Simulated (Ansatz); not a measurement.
# AlSbH3F (SMILES [F][AlH][SbH2]) at CAM-B3LYP/def2-SVP (core potential)

Aim: the energy change on altering one bond length of AlSbH3F at CAM-B3LYP/def2-SVP (core potential), from 2 runs. 

The calculation is run with Ansatz 0.2.0.

60 further runs of the same task are left out: 60 set aside as unsound or not needed.

## 1. The molecule

AlSbH3F has 6 atoms, charge 0, and is taken as a singlet. As SMILES, `[F][AlH][SbH2]`. The shape is that of a PBE0-D4/def2-TZVP optimisation. This is one conformer, not always the lowest.

Bond lengths: F1–Al2 1.653 Å, Al2–Sb3 2.636 Å, Al2–H4 1.582 Å, Sb3–H5 1.710 Å, Sb3–H6 1.709 Å. Angles: F1–Al2–Sb3 116.3°, F1–Al2–H4 116.4°, Sb3–Al2–H4 127.3°, Al2–Sb3–H5 88.3°, Al2–Sb3–H6 87.8°, H5–Sb3–H6 91.6°.

## 2. A single-point energy at CAM-B3LYP/def2-SVP (core potential)

job.yaml reads:

```yaml
crystal:
  periodic: [false, false, false]
  atoms:
    - symbol: F
      position_ang: [-1.114600, -1.632400, 1.262300]
    - symbol: Al
      position_ang: [-0.336100, -1.039300, -0.069800]
    - symbol: Sb
      position_ang: [1.279900, 1.003700, 0.334800]
    - symbol: H
      position_ang: [-0.594800, -1.800700, -1.431700]
    - symbol: H
      position_ang: [0.842100, 1.592000, -1.209900]
    - symbol: H
      position_ang: [-0.034400, 1.812900, 1.068100]
basis:
  gaussian: {orbitals: def2-SVP}
hamiltonian: {xc: {name: CAM-B3LYP}}
accuracy: high
output: {orbitals: {seedname: orbitals}}
```

Launch:

```console
$ ansatz run job.yaml --threads 1 --pin off --max-ram 3480MiB --events-out events.jsonl --progress --plain --runs-dir runs
```

Standard output:

```text
Warning: RAYON_NUM_THREADS=1 ignored (pool sized by the plan → 1); use --threads N
Functional definition: CAM-B3LYP
  name "CAM-B3LYP"
  parameter alpha = 0.19
  parameter beta = 0.46
  parameter omega = 0.33/bohr
  parameter ac = 0.81
  exchange = (1 - alpha - beta)*b88_x + beta*b88_x_sr(omega) + alpha*exact_x + beta*exact_x_lr(omega)
  correlation = (1 - ac)*vwn5_c + ac*lyp_c
1642 factors; integrals over basis functions are off by at most 3.6e-9 eV
397 factors; integrals over basis functions are off by at most 2.3e-9 eV
mean field evaluation 1: about -15894.5673 eV, gradient 3.5e1 eV
mean field evaluation 2: about -15892.5515 eV, gradient 5.3e1 eV
mean field evaluation 4: about -15896.7028 eV, gradient 9.0e-1 eV
mean field evaluation 8: about -15896.7625 eV, gradient 8.3e-2 eV
mean field evaluation 16: about -15896.7625 eV, gradient 1.9e-5 eV
mean field -15896.76254883 eV, -584.1952484568 hartree, gradient 5.7e-8 eV, S^2 0.000000; 0 other end points of the search recorded, 0 dependent functions left out
reference -15896.76256788 eV, -584.1952491570 hartree; 24, 24 occupied and 49, 49 virtual orbitals, 1642 factors
Total energy: -15896.76256788 eV, -584.1952491570 hartree
```

Run time: 8.1 s. Hardware: 1 thread of Arm Neoverse V1, shared host; peak memory 0.26 GiB.

## 3. The distorted shape, same level

input.yaml reads:

```yaml
crystal:
  periodic: [false, false, false]
  atoms:
    - symbol: F
      position_ang: [-0.907634, -1.023262, 2.351853]
    - symbol: Al
      position_ang: [-0.129134, -0.430162, 1.019753]
    - symbol: Sb
      position_ang: [1.486866, 1.612838, 1.424353]
    - symbol: H
      position_ang: [-0.594800, -1.800700, -1.431700]
    - symbol: H
      position_ang: [1.049066, 2.201138, -0.120347]
    - symbol: H
      position_ang: [0.172566, 2.422038, 2.157653]
basis:
  gaussian: {orbitals: def2-SVP}
hamiltonian: {xc: {name: CAM-B3LYP}}
accuracy: high
output: {orbitals: {seedname: orbitals}}
```

Launch:

```console
$ ansatz run input.yaml --threads 1 --pin off --max-ram 3480MiB --events-out events.jsonl --progress --plain --runs-dir runs
```

Standard output, shortened:

```text
Warning: RAYON_NUM_THREADS=1 ignored (pool sized by the plan → 1); use --threads N
[... 8 set-up lines as earlier in the session ...]
1619 factors; integrals over basis functions are off by at most 6.4e-9 eV
403 factors; integrals over basis functions are off by at most 2.4e-9 eV
mean field evaluation 1: about -15890.6388 eV, gradient 3.7e1 eV
mean field evaluation 2: about -15888.1660 eV, gradient 5.7e1 eV
mean field evaluation 4: about -15893.6757 eV, gradient 1.7e0 eV
mean field evaluation 8: about -15893.7403 eV, gradient 1.1e-1 eV
mean field evaluation 16: about -15893.7403 eV, gradient 2.1e-5 eV
mean field -15893.74031568 eV, -584.0841834372 hartree, gradient 4.3e-8 eV, S^2 0.000000; 0 other end points of the search recorded, 0 dependent functions left out
reference -15893.74033614 eV, -584.0841841889 hartree; 24, 24 occupied and 49, 49 virtual orbitals, 1619 factors
Total energy: -15893.74033614 eV, -584.0841841889 hartree
```

Run time: 8.4 s. Hardware: 1 thread of Arm Neoverse V1, shared host; peak memory 0.26 GiB.

## 4. What came out

At CAM-B3LYP/def2-SVP (core potential):

```
                                                          quantity          value
                                         first shape: total energy  -584.19525 Eh
                                          first shape: HOMO energy       -8.27 eV
                                          first shape: LUMO energy       -0.37 eV
                                        first shape: HOMO–LUMO gap        7.89 eV
                                     distorted shape: total energy  -584.08418 Eh
                                      distorted shape: HOMO energy       -7.51 eV
                                      distorted shape: LUMO energy       -1.92 eV
                                    distorted shape: HOMO–LUMO gap        5.59 eV
energy change with the Al2–H4 bond stretched from 1.582 to 2.847 Å       3.022 eV
```

With the Al2–H4 bond stretched from 1.582 to 2.847 Å the energy rises by 3.02 eV (292 kJ/mol). The first shape isn't relaxed at this level, so the change isn't measured from a minimum.
